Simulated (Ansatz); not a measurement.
# C2H8AlB: the cost of one run

The runs use Ansatz 0.2.0, Gaussian basis; the settings change from run to run.

## 1. The geometry

The structure was relaxed beforehand with PBE0-D4 in a triple-zeta def2 set.

SMILES `B[CH2][AlH][CH3]`, 12 atoms, charge 0, spin multiplicity 1.

Atoms are counted from 1 here; the program's logs count them from 0.

Bond lengths: B1–C2 1.505 Å, B1–H5 1.201 Å, B1–H6 1.201 Å, C2–Al3 1.993 Å, C2–H7 1.092 Å, C2–H8 1.097 Å, Al3–C4 1.945 Å, Al3–H9 1.588 Å, C4–H10 1.095 Å, C4–H11 1.096 Å, C4–H12 1.092 Å. Angles: C2–B1–H5 120.8°, C2–B1–H6 120.8°, H5–B1–H6 118.2°, B1–C2–Al3 102.1°, B1–C2–H7 118.2°, B1–C2–H8 116.7°, Al3–C2–H7 103.4°, Al3–C2–H8 99.6°, H7–C2–H8 113.0°, C2–Al3–C4 120.8°, C2–Al3–H9 117.7°, C4–Al3–H9 121.4°, Al3–C4–H10 111.4°, Al3–C4–H11 110.1°, Al3–C4–H12 112.9°, H10–C4–H11 106.2°, H10–C4–H12 108.3°, H11–C4–H12 107.6°.

## 2. PBEsol/6-31++G**

This run has charge +1, multiplicity 2, D4 dispersion, the search for lower states set to full.

File in.yaml:

```yaml
crystal:
  periodic: [false, false, false]
  atoms:
    - {symbol: B, position_ang: [-1.073064, 1.628995, -0.245025]}
    - {symbol: C, position_ang: [-1.379221, 0.332271, 0.455537]}
    - {symbol: Al, position_ang: [0.443329, -0.404342, 0.784127]}
    - {symbol: C, position_ang: [1.454418, -1.236687, -0.654199]}
    - {symbol: H, position_ang: [-0.866081, 1.654278, -1.427949]}
    - {symbol: H, position_ang: [-0.926829, 2.645375, 0.377976]}
    - {symbol: H, position_ang: [-1.818395, 0.376741, 1.454680]}
    - {symbol: H, position_ang: [-1.794817, -0.474844, -0.159618]}
    - {symbol: H, position_ang: [0.997158, -0.366656, 2.271671]}
    - {symbol: H, position_ang: [1.738696, -2.263459, -0.401547]}
    - {symbol: H, position_ang: [2.390968, -0.691725, -0.819909]}
    - {symbol: H, position_ang: [0.910838, -1.255246, -1.601646]}
basis:
  gaussian: {orbitals: "6-31++G**"}
total_charge: 1
magnetization: {spin_polarized: true, initial_magnetization: 1}
hamiltonian: {xc: {name: PBEsol}, dispersion: d4}
scf: {lower_state_search: full}
output: {forces: true}
```

On the command line:

```bash
ansatz run in.yaml --threads 2 --pin off --events-out ev --progress --plain --max-ram 4352MiB
```

What time and memory should one allow on 2 threads of AMD EPYC 9R45, shared host?

About 7.5 s, with a peak of 0.35 GiB.
